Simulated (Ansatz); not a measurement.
**CH5GeN (SMILES [CH2]1[NH][GeH2]1): functionals against CCSD(T) at one geometry**

An exercise on one series of results from a longer session: the logs are not shown, and one member is left open.

Method: single points in def2-TZVPP; program: Ansatz 0.2.0, Gaussian basis.

Cores are frozen in the correlated methods. Filled d shells of the heavier atoms are correlated.

### The starting structure

8 atoms, charge 0, spin multiplicity 1.

Atoms are counted from 1 here; the program's logs count them from 0.

Bond lengths: C1–N2 1.461 Å, C1–Ge3 2.091 Å, C1–H4 1.000 Å, C1–H5 1.002 Å, N2–Ge3 2.271 Å, N2–H6 1.042 Å, Ge3–H7 1.581 Å, Ge3–H8 1.658 Å. Angles: N2–C1–Ge3 77.2°, N2–C1–H4 114.1°, N2–C1–H5 117.1°, Ge3–C1–H4 96.0°, Ge3–C1–H5 123.5°, H4–C1–H5 120.1°, C1–N2–Ge3 63.9°, C1–N2–H6 105.0°, Ge3–N2–H6 94.9°, C1–Ge3–N2 38.9°, C1–Ge3–H7 104.2°, C1–Ge3–H8 103.2°, N2–Ge3–H7 73.9°, N2–Ge3–H8 79.8°, H7–Ge3–H8 90.8°.

Geometry (Å):

```
C    -0.75990    0.47390   -0.48670
N    -0.19940    0.50560    0.86230
Ge    0.54360   -1.16110   -0.48940
H    -1.59990   -0.06250   -0.56710
H    -0.62750    1.28820   -1.05510
H     0.66670    1.07890    0.78130
H     1.80710   -0.65100    0.31290
H     0.04220   -2.04720    0.81890
```

The first run:

run/in.yaml

```yaml
crystal:
  periodic: [false, false, false]
  atoms:
    - {symbol: C, position_ang: [-0.759900, 0.473900, -0.486700]}
    - {symbol: N, position_ang: [-0.199400, 0.505600, 0.862300]}
    - {symbol: Ge, position_ang: [0.543600, -1.161100, -0.489400]}
    - {symbol: H, position_ang: [-1.599900, -0.062500, -0.567100]}
    - {symbol: H, position_ang: [-0.627500, 1.288200, -1.055100]}
    - {symbol: H, position_ang: [0.666700, 1.078900, 0.781300]}
    - {symbol: H, position_ang: [1.807100, -0.651000, 0.312900]}
    - {symbol: H, position_ang: [0.042200, -2.047200, 0.818900]}
basis:
  gaussian: {orbitals: def2-TZVPP}
correlation: {method: ccsd_t}
output: {forces: true}
```

The command line of these runs was not kept.

Among the steps run: CCSD(T)/def2-TZVPP; PBE0-D4/def2-TZVPP; wB97M-V/def2-TZVPP; r2SCAN-D4/def2-TZVPP; PBE-D4/def2-TZVPP; revPBE-D4/def2-TZVPP; wB97X-V/def2-TZVPP.

One table of the session follows, with a row left open; its other results are not shown here.

```
   method  RMS force component (eV/Å)  angle to CCSD(T) forces (°)  dipole (D)
  CCSD(T)                       1.883                    reference        2.16
  PBE0-D4                           ?                            ?           ?
  wB97M-V                       2.047                          7.2        2.30
r2SCAN-D4                       1.941                          2.7        2.15
   PBE-D4                       1.905                          5.4        2.11
revPBE-D4                       1.870                          6.7        2.12
  wB97X-V                       2.110                          6.2        2.28
```

Q: Estimate the row for PBE0-D4 from the others.

**Answer.** RMS force component (eV/Å): 2.041; angle to CCSD(T) forces (°): 5.2; dipole (D): 2.19. In the column «RMS force component (eV/Å)» it lies between r2SCAN-D4 (1.941) and wB97M-V (2.047).
